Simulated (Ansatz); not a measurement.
# Zr12H: the cost of one run

Program: Ansatz 0.2.0. Level of theory: DFT PBE, plane waves, PAW, scalar-relativistic, no spin polarisation. These are calculated values, not measurements.

## Step 1: The starting structure

The cell holds 13 atoms (HZr12): a = 6.460 Å, b = 9.690 Å, c = 5.145 Å, α = 90.00°, β = 90.00°, γ = 120.00°.

Coordinates:

```
Zr H
1.0
     6.46000    0.00000    0.00000
    -4.84500    8.39179    0.00000
     0.00000    0.00000    5.14539
Zr H
12 1
Direct
  0.00000 0.00000 0.00000
  0.16667 0.22222 0.50000
  0.00000 0.33333 0.00000
  0.16667 0.55556 0.50000
  0.00000 0.66667 0.00000
  0.16667 0.88889 0.50000
  0.50000 0.00000 0.00000
  0.66667 0.22222 0.50000
  0.50000 0.33333 0.00000
  0.66667 0.55556 0.50000
  0.50000 0.66667 0.00000
  0.66667 0.88889 0.50000
  0.84138 0.44718 0.24194
```

## Step 2: Preparing the start

Contents of input.yaml:

```yaml
crystal:
  lattice:
    - [6.46, 0.0, 0.0]
    - [-4.845, 8.391786, 0.0]
    - [0.0, 0.0, 5.14539]
  atoms:
    - { symbol: Zr, position: [0.0, 0.0, 0.0] }
    - { symbol: Zr, position: [0.1666667, 0.2222222, 0.5] }
    - { symbol: Zr, position: [0.0, 0.3333333, 0.0] }
    - { symbol: Zr, position: [0.1666667, 0.5555556, 0.5] }
    - { symbol: Zr, position: [0.0, 0.6666667, 0.0] }
    - { symbol: Zr, position: [0.1666667, 0.8888889, 0.5] }
    - { symbol: Zr, position: [0.5, 0.0, 0.0] }
    - { symbol: Zr, position: [0.6666667, 0.2222222, 0.5] }
    - { symbol: Zr, position: [0.5, 0.3333333, 0.0] }
    - { symbol: Zr, position: [0.6666667, 0.5555556, 0.5] }
    - { symbol: Zr, position: [0.5, 0.6666667, 0.0] }
    - { symbol: Zr, position: [0.6666667, 0.8888889, 0.5] }
    - { symbol: H, position: [0.8413827, 0.4471771, 0.2419427] }
basis:
  ecutwfc: 420.0
kpoints:
  mp_grid: { grid: [3, 2, 3] }
hamiltonian:
  xc: pbe
scf:
  occupations: { method: fermi_dirac, width: 0.1 }
  lower_state_search: "off"
relax:
  f_tol: 0.08
  max_steps: 25
  adjacent_minimum: "off"
output:
  write_density: true
  write_potential: true
  elf: true
  volumetric_format: npy
```

The run is started by

```console
$ ansatz run input.yaml --threads 2 --pin off --max-ram 5120MiB --backend cpu --events-out ev --progress --plain --runs-dir out
```

**Question.** How long does this run take on 2 threads of Arm Neoverse V1, shared host, and how much memory does it need?

About 63 s, with a peak of 0.72 GiB.
